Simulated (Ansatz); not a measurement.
This Ansatz 0.2.0 run on ScTaN needs a look.

File input.yaml:

```yaml
crystal:
  lattice:
    - [3.0850655424, 0.0, 0.0]
    - [-1.5425327712, 2.6717451321, 0.0]
    - [0.0, 0.0, 10.340136]
  atoms:
    - { symbol: Ta, position: [0.3333333333, 0.6666666667, 0.245631] }
    - { symbol: Ta, position: [0.6666666667, 0.3333333333, 0.754369] }
    - { symbol: Sc, position: [0.0, 0.0, 0.0] }
    - { symbol: Sc, position: [0.0, 0.0, 0.5] }
    - { symbol: "N", position: [0.3333333333, 0.6666666667, 0.629841] }
    - { symbol: "N", position: [0.6666666667, 0.3333333333, 0.370159] }
hamiltonian:
  xc: pbe
  pseudopotentials: { kind: paw }
  hubbard: { sites: [{ species: Ta, l: d, u_eff: 20.0 }] }
kpoints:
  mp_grid: { grid: [10, 10, 3] }
  band_path:
    path:
      - [[0.0, 0.0, 0.0], [0.5, 0.0, 0.0], [0.3333333333, 0.3333333333, 0.0], [0.0, 0.0, 0.0], [0.0, 0.0, 0.5], [0.5, 0.0, 0.5], [0.3333333333, 0.3333333333, 0.5], [0.0, 0.0, 0.5]]
      - [[0.5, 0.0, 0.5], [0.5, 0.0, 0.0]]
      - [[0.3333333333, 0.3333333333, 0.0], [0.3333333333, 0.3333333333, 0.5]]
    npoints: 14
scf:
  occupations: { method: fermi_dirac, width: 0.05 }
  n_extra_bands: 15
  max_iter: 80
output:
  forces: true
  stress: true
  eigenvalues: true
  fatbands: false
```

Potentials or basis: Ansatz PAW.

The run is started by

```sh
$ ansatz run input.yaml --threads 2 --pin off --max-ram 5632MiB --backend cpu --events-out ev --progress --plain --runs-dir out
```

Output:

```text
Warning: RAYON_NUM_THREADS=2 ignored (pool sized by the plan → 2); use --threads N
Ta: projections on atomic orbitals take those of the free atom [Kr 4d10 4f14] 5s2 5p6 5d3 6s2, of charge +0.00 (hamiltonian.pseudopotentials.projection_atoms); the dataset's partial waves leave at most 6.0e-5 of an orbital's norm unspanned inside its sphere
Sc: projections on atomic orbitals take those of the free atom [Ne] 3s2 3p6 3d1 4s2, of charge +0.00 (hamiltonian.pseudopotentials.projection_atoms); the dataset's partial waves leave at most 3.7e-7 of an orbital's norm unspanned inside its sphere
N: projections on atomic orbitals take those of the free atom [He] 2s2 2p3, of charge +0.00 (hamiltonian.pseudopotentials.projection_atoms); the dataset's partial waves leave at most 9.3e-9 of an orbital's norm unspanned inside its sphere
scf.n_extra_bands = 15 over 29 filled bands (N_el = 58.0): the run solves 44 bands
Engine: ansatz 0.2.0, aarch64-unknown-linux-gnu
[... 53 lines left out ...]
SCF iter  28: F=—  HF=-24871.354918 eV  |F-HF|=—  |Δ(HF+E_count)|=   9.67e-3  Δρ=4.44e-3  dr2=1.10e-1  ethr=1.69e-5  ⟨swp⟩=2.2  Hψ=2481  notcnv=0  defer=174
SCF iter  29: F=—  HF=-24871.313027 eV  |F-HF|=—  |Δ(HF+E_count)|=   4.19e-2  Δρ=2.34e-3  dr2=2.29e-2  ethr=1.69e-5  ⟨swp⟩=3.9  Hψ=3943  notcnv=0  defer=173
SCF iter  30: F=—  HF=-24871.277969 eV  |F-HF|=—  |Δ(HF+E_count)|=   3.51e-2  Δρ=3.48e-3  dr2=6.77e-2  ethr=1.69e-5  ⟨swp⟩=3.8  Hψ=3957  notcnv=0  defer=171  recentre
SCF iter  31: F=—  HF=-24871.354818 eV  |F-HF|=—  |Δ(HF+E_count)|=   7.68e-2  Δρ=4.94e-3  dr2=1.40e-1  ethr=1.69e-5  ⟨swp⟩=4.5  Hψ=4817  notcnv=0  defer=171
SCF iter  32: F=—  HF=-24871.369713 eV  |F-HF|=—  |Δ(HF+E_count)|=   1.49e-2  Δρ=5.48e-3  dr2=1.68e-1  ethr=1.69e-5  ⟨swp⟩=2.8  Hψ=3236  notcnv=0  defer=171
SCF iter  33: F=—  HF=-24871.380737 eV  |F-HF|=—  |Δ(HF+E_count)|=   1.10e-2  Δρ=4.79e-3  dr2=1.38e-1  ethr=1.69e-5  ⟨swp⟩=3.7  Hψ=3148  notcnv=0  defer=171
SCF iter  34: F=—  HF=-24871.392581 eV  |F-HF|=—  |Δ(HF+E_count)|=   1.18e-2  Δρ=2.06e-3  dr2=1.16e-2  ethr=1.72e-6  ⟨swp⟩=11.1  Hψ=11627  notcnv=0
Mixer restart at iter 34: flushing history
iteration 34: the SCF's residuals had fallen too slowly under its mixing. It goes on by minimising its free energy, and can end on another state than longer mixing would; under `scf.algorithm: density_mixing` no SCF does so, but by `scf.convergence.dm_fallback`
SCF iter  35: F=—  HF=-24871.396190 eV  |F-HF|=—  |Δ(HF+E_count)|=   3.61e-3  Δρ=3.73e-4  dr2=2.09e-4  ethr=1.72e-6  ⟨swp⟩=6.6  Hψ=10927  notcnv=0
```

What happened, and what is wrong with the input?

The calculation hadn't finished when its time ran out. The input holds a flaw that was put in on purpose: an enormous or negative U (hamiltonian.hubbard = {"sites": [{"species": "Ta", "l": "d", "u_eff": 20.0}]}).
